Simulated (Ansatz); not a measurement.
# CdS (wurtzite): the cost of one run

Computed with Ansatz 0.2.0 (DFT PBE, scalar-relativistic, plane waves, PAW, unless a step's input says otherwise).

### Step 1. The starting structure

Symmetry: P6_3mc, No. 186, hexagonal system. Conventional cell: a = 4.100 Å, b = 4.100 Å, c = 6.660 Å, α = 90.00°, β = 90.00°, γ = 120.00°. Around Cd (site symmetry 3m) lie 4 S at 2.50 to 2.51 Å. S (site symmetry 3m) is surrounded by 4 Cd at 2.50 to 2.51 Å.

As a file:

```cif
data_structure
_symmetry_space_group_name_H-M 'P6_3mc'
_symmetry_Int_Tables_number 186
_cell_length_a 4.1000
_cell_length_b 4.1000
_cell_length_c 6.6600
_cell_angle_alpha 90.000
_cell_angle_beta 90.000
_cell_angle_gamma 120.000
_cell_volume 96.96
loop_
_atom_site_label
_atom_site_type_symbol
_atom_site_symmetry_multiplicity
_atom_site_Wyckoff_symbol
_atom_site_fract_x
_atom_site_fract_y
_atom_site_fract_z
_atom_site_occupancy
Cd1 Cd 2 b 0.33333 0.66667 0.00000 1
S1 S 2 b 0.33333 0.66667 0.37700 1
```

### Step 2. Cell and atoms relaxed at 6 GPa

The input, input.yaml:

```yaml
crystal:
  lattice:
    - [4.1, 0.0, 0.0]
    - [-2.05, 3.5507041555, 0.0]
    - [0.0, 0.0, 6.66]
  atoms:
    - { symbol: Cd, position: [0.3333333333, 0.6666666667, 0.0] }
    - { symbol: Cd, position: [0.6666666667, 0.3333333333, 0.5] }
    - { symbol: S, position: [0.3333333333, 0.6666666667, 0.377] }
    - { symbol: S, position: [0.6666666667, 0.3333333333, 0.877] }
scf:
  occupations: { method: fixed }
output:
  forces: true
  stress: true
  eigenvalues: true
  write_density: true
  write_potential: true
  elf: true
  volumetric_format: npy
hamiltonian:
  xc: pbe
basis:
  ecutwfc: 500
kpoints:
  mp_grid: { grid: [9, 9, 6] }
relax:
  f_tol: 0.001
  max_steps: 60
  cell: { stress_tol: 0.01, p_target: 6 }
```

Command:

```bash
$ ansatz run input.yaml --threads 1 --pin off --max-ram 2867MiB --backend cpu --events-out ev --progress --plain --runs-dir out
```

**Question.** How long does this run take on 1 thread of Intel Xeon at 2.30GHz, shared host, and how much memory does it need?

About 75 s, with a peak of 0.49 GiB.
